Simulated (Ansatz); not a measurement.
# Ti2BN3: the cost of one run

Method: DFT PBE, scalar-relativistic, plane waves, PAW, in Ansatz 0.2.0.

2 further runs of the same task are left out: 1 that didn't finish, 1 set aside as unsound or not needed.

**1. The structure to begin with**

It takes space group P6/mmm (No. 191, hexagonal). Conventional cell: a = 5.272 Å, b = 5.272 Å, c = 2.719 Å, α = 90.00°, β = 90.00°, γ = 120.00°. Around Ti (site symmetry -6m2) lie 6 N at 2.04 Å. Around B (site symmetry 6/mmm) lie 2 B at 2.72 Å and 12 N at 2.97 Å and 6 Ti at 3.04 Å. N (site symmetry mmm) is surrounded by 4 Ti at 2.04 Å.

Coordinates:

```xyz
6
Lattice="5.2723 0.0000 0.0000 -2.6361 4.5659 0.0000 0.0000 0.0000 2.7192" Properties=species:S:1:pos:R:3 pbc="T T T"
Ti    0.0000    3.0439    0.0000
Ti    2.6361    1.5220    0.0000
B     0.0000    0.0000    0.0000
N     2.6361    0.0000    1.3596
N     1.3181    2.2830    1.3596
N    -1.3181    2.2830    1.3596
```

It is the end of an earlier relaxation with the same method, from a database cell with other species swapped in; it is a trial structure. At a tolerance of 0.05 Å it has space group P6/mmm (No. 191); it has 10.91 Å³/atom, an uncorrected energy of -0.14 eV/atom over the elements.

**2. Electronic structure at the relaxed geometry**

Input file input.yaml:

```yaml
crystal:
  lattice:
    - [5.2722513651, 0.0, 0.0]
    - [-2.6361256825, 4.5659036173, 0.0]
    - [0.0, 0.0, 2.7191768215]
  atoms:
    - { symbol: Ti, position: [0.3333333333, 0.6666666667, 0.0] }
    - { symbol: Ti, position: [0.6666666667, 0.3333333333, 0.0] }
    - { symbol: B, position: [0.0, 0.0, 0.0] }
    - { symbol: "N", position: [0.5, 0.0, 0.5] }
    - { symbol: "N", position: [0.5, 0.5, 0.5] }
    - { symbol: "N", position: [0.0, 0.5, 0.5] }
basis:
  ecutwfc: 420
kpoints:
  mp_grid: { grid: [12, 12, 14] }
  band_path:
    path:
      - [[0.0, 0.0, 0.0], [0.5, 0.0, 0.0], [0.33333333, 0.33333333, 0.0], [0.0, 0.0, 0.0], [0.0, 0.0, 0.5], [0.5, 0.0, 0.5], [0.33333333, 0.33333333, 0.5], [0.0, 0.0, 0.5]]
      - [[0.5, 0.0, 0.5], [0.5, 0.0, 0.0]]
      - [[0.33333333, 0.33333333, 0.5], [0.33333333, 0.33333333, 0.0]]
    npoints: 14
hamiltonian:
  xc: pbe
scf:
  occupations: { method: gaussian, width: 0.1 }
  n_extra_bands: 15
output:
  forces: true
  stress: true
  eigenvalues: true
  populations: true
  dos: { projected: true, de: 0.02, nscf_kmesh: { grid: [15, 15, 17] } }
  bader: true
  write_density: true
  write_potential: true
  elf: true
  volumetric_format: npy
```

Command:

```sh
$ ansatz run input.yaml --threads 1 --pin off --max-ram 2560MiB --backend cpu --events-out ev --progress --plain --runs-dir out
```

**Question.** How long does this run take on 1 thread of Intel Xeon 6975P-C (Granite Rapids), shared host, and how much memory does it need?

About 45 s, with a peak of 0.67 GiB.
